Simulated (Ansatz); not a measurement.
# CaAs2Pd2: the cost of one run

All numbers are computed with Ansatz 0.2.0 through its Python package. Level of theory: DFT PBEsol, plane waves, PAW.

## (1) Starting point

Symmetry: I4/mmm, No. 139, tetragonal system. The conventional cell has a = 4.310 Å, b = 4.310 Å, c = 10.227 Å, α = 90.00°, β = 90.00°, γ = 90.00°. Ca (site symmetry 4/mmm) is surrounded by 8 As at 3.29 Å and 8 Pd at 3.34 Å. As (site symmetry 4mm) is surrounded by 1 As at 2.46 Å and 4 Pd at 2.53 Å and 4 Ca at 3.29 Å. Pd (site symmetry -4m2) is surrounded by 4 As at 2.53 Å.

The script holds or builds the structure itself.

## (2) The code

caas2pd2.py reads:

```python
"""Bulk modulus of CaAs2Pd2 from an E(V) curve."""

import ansatz as az
from ase.eos import EquationOfState
from ase.units import GPa
import numpy as np

VECTORS = np.array([
    [-2.15489519, 2.15489519, 5.11336251],
    [2.15489519, -2.15489519, 5.11336251],
    [2.15489519, 2.15489519, -5.11336251],
])
SITES = [
    ("Ca", (0.0, 0.0, 0.0)),
    ("As", (0.37974732, 0.37974732, 0.0)),
    ("As", (0.62025268, 0.62025268, 0.0)),
    ("Pd", (0.75, 0.25, 0.5)),
    ("Pd", (0.25, 0.75, 0.5)),
]


def on_lattice(cell):
    crystal = az.Crystal(lattice=az.Lattice.of(cell))
    for symbol, position in SITES:
        crystal = crystal.atom(symbol, position)
    return crystal


def main() -> None:
    # scale the volume, keep shape and fractions
    volumes, energies = [], []
    for scale in np.linspace(0.9, 1.1, 9):
        cell = VECTORS * scale ** (1 / 3)
        setup = (
            on_lattice(cell).calculation()
            .functional("PBEsol")
            .occupations("fermi_dirac")
            .pseudopotentials("paw")
            .basis(500)
            .kpoints(9, 9, 9)
        )
        report = setup.run(threads=1).report
        volumes.append(abs(np.linalg.det(cell)) / len(SITES))
        energies.append(report["free_energy_ev"] / len(SITES))
        print(f"V = {volumes[-1]:8.4f} A^3/atom  F = {energies[-1]:.5f} eV/atom")

    eos = EquationOfState(volumes, energies, eos="murnaghan")
    v0, e0, bulk = eos.fit()
    print(f"V0 = {v0:.4f} A^3/atom, E0 = {e0:.5f} eV/atom, B = {bulk / GPa:.1f} GPa")


if __name__ == "__main__":
    main()
```

## (3) The input behind the calls

The package turns the script's settings into the engine's input (first run):

```yaml
crystal:
  lattice:
    - [-2.0805284308827314, 2.0805284308827314, 4.936897223045398]
    - [2.0805284308827314, -2.0805284308827314, 4.936897223045398]
    - [2.0805284308827314, 2.0805284308827314, -4.936897223045398]
  atoms:
    - { symbol: Ca, position: [0.0, 0.0, 0.0] }
    - { symbol: As, position: [0.37974732, 0.37974732, 0.0] }
    - { symbol: As, position: [0.62025268, 0.62025268, 0.0] }
    - { symbol: Pd, position: [0.75, 0.25, 0.5] }
    - { symbol: Pd, position: [0.25, 0.75, 0.5] }
basis:
  ecutwfc: 500.0
kpoints:
  mp_grid:
    grid: [9, 9, 9]
hamiltonian:
  xc: pbesol
  pseudopotentials:
    kind: paw
scf:
  occupations:
    method: fermi_dirac
```

## (4) The run

The run is started by

```bash
$ python caas2pd2.py
```

What time and memory should one allow on 1 thread of Arm Neoverse V1, shared host?

About 2.8 min, with a peak of 0.66 GiB.
